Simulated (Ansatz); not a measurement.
# LaTl: response to strain

LaTl is deformed so: equal xy, yz and zx engineering shear strains of -1 %. What stress and forces result, by LAPW, PAW and all-electron datasets made for the crystal?

Method: DFT PBEsol, scalar-relativistic, in Ansatz 0.2.0.

**1. The starting structure**

The structure is cubic, space group Pm-3m (No. 221). Conventional cell: a = 3.936 Å, b = 3.936 Å, c = 3.936 Å, α = 90.00°, β = 90.00°, γ = 90.00°. Around La (site symmetry m-3m) lie 8 Tl at 3.41 Å. Around Tl (site symmetry m-3m) lie 8 La at 3.41 Å.

Coordinates:

```cif
data_structure
_symmetry_space_group_name_H-M 'Pm-3m'
_symmetry_Int_Tables_number 221
_cell_length_a 3.9360
_cell_length_b 3.9360
_cell_length_c 3.9360
_cell_angle_alpha 90.000
_cell_angle_beta 90.000
_cell_angle_gamma 90.000
_cell_volume 60.98
loop_
_atom_site_label
_atom_site_type_symbol
_atom_site_symmetry_multiplicity
_atom_site_Wyckoff_symbol
_atom_site_fract_x
_atom_site_fract_y
_atom_site_fract_z
_atom_site_occupancy
La1 La 1 a 0.00000 0.00000 0.00000 1
Tl1 Tl 1 b 0.50000 0.50000 0.50000 1
```

The file gives the conventional cell by its symmetry; the runs use the cell typed in the input.

Atoms are numbered in the order of the input: La1, Tl2.

**2. After the deformation**

Space group Pm-3m before, R-3m after.

**3. All-electron LAPW**

File input.yaml:

```yaml
crystal:
  lattice:
    - [3.936, -0.01968, -0.01968]
    - [-0.01968, 3.936, -0.01968]
    - [-0.01968, -0.01968, 3.936]
  atoms:
    - { symbol: La, position: [0.0, 0.0, 0.0] }
    - { symbol: Tl, position: [0.5, 0.5, 0.5] }
kpoints:
  mp_grid: { grid: [10, 10, 10] }
  band_path:
    path:
      - [0.0, 0.0, 0.0]
      - [0.5, 0.0, 0.0]
      - [0.5, -0.5, 0.5]
      - [0.4901240068, -0.5098759932, 0.4901240068]
      - [0.4901240068, 0.4901240068, 0.4901240068]
      - [0.0, 0.0, 0.0]
      - [0.5, -0.5, 0.0]
    npoints: 5
scf:
  occupations: { method: fermi_dirac, width: 0.05 }
hamiltonian:
  xc: pbesol
  pseudopotentials: { kind: all_electron, lapw: { basis_error: 0.00025 } }
output:
  forces: true
  stress: true
  eigenvalues: true
```

Launch:

```console
> ansatz run input.yaml --threads 1 --pin off --max-ram 3072MiB --backend cpu --events-out ev --progress --plain --runs-dir out
```

**4. Frozen-core PAW**

File input.yaml:

```yaml
crystal:
  lattice:
    - [3.936, -0.01968, -0.01968]
    - [-0.01968, 3.936, -0.01968]
    - [-0.01968, -0.01968, 3.936]
  atoms:
    - { symbol: La, position: [0.0, 0.0, 0.0] }
    - { symbol: Tl, position: [0.5, 0.5, 0.5] }
kpoints:
  mp_grid: { grid: [10, 10, 10] }
scf:
  occupations: { method: fermi_dirac, width: 0.05 }
hamiltonian:
  xc: pbesol
  pseudopotentials: { kind: paw }
output:
  forces: true
  stress: true
  eigenvalues: true
  efg: { contact_densities: true }
  write_density: true
  write_potential: true
  elf: true
  volumetric_format: npy
```

**5. All-electron PAW on datasets made for the crystal**

Edit input.yaml of step 4 so:

```diff
@@ -14,3 +14,3 @@
   xc: pbesol
-  pseudopotentials: { kind: paw }
+  pseudopotentials: { kind: all_electron, datasets: crystal }
 output:
@@ -20,5 +20 @@
   efg: { contact_densities: true }
-  write_density: true
-  write_potential: true
-  elf: true
-  volumetric_format: npy
```

(Steps that only read results are left out.)

**Question.** What will these runs give? Wanted: pressure; largest shear or deviatoric stress.

As calculated:

| quantity | value |
| --- | --- |
| pressure | LAPW -0.63, PAW -0.65, crystal datasets -0.63 GPa |
| largest shear or deviatoric stress (LAPW) | 0.32 GPa |

In words: The largest part of the stress beyond the pressure is 0.32 GPa in size; the atoms are carried along and not relaxed. No run of the undeformed cell stands beside it, so the pressure holds what the given cell had before the change. PAW: stress within 0.02 GPa of LAPW. Crystal datasets: stress within 0.01 GPa of LAPW. Spin-orbit coupling is left out, though the cell holds Tl; in elements this heavy it can shift bands and gaps by tenths of an eV.
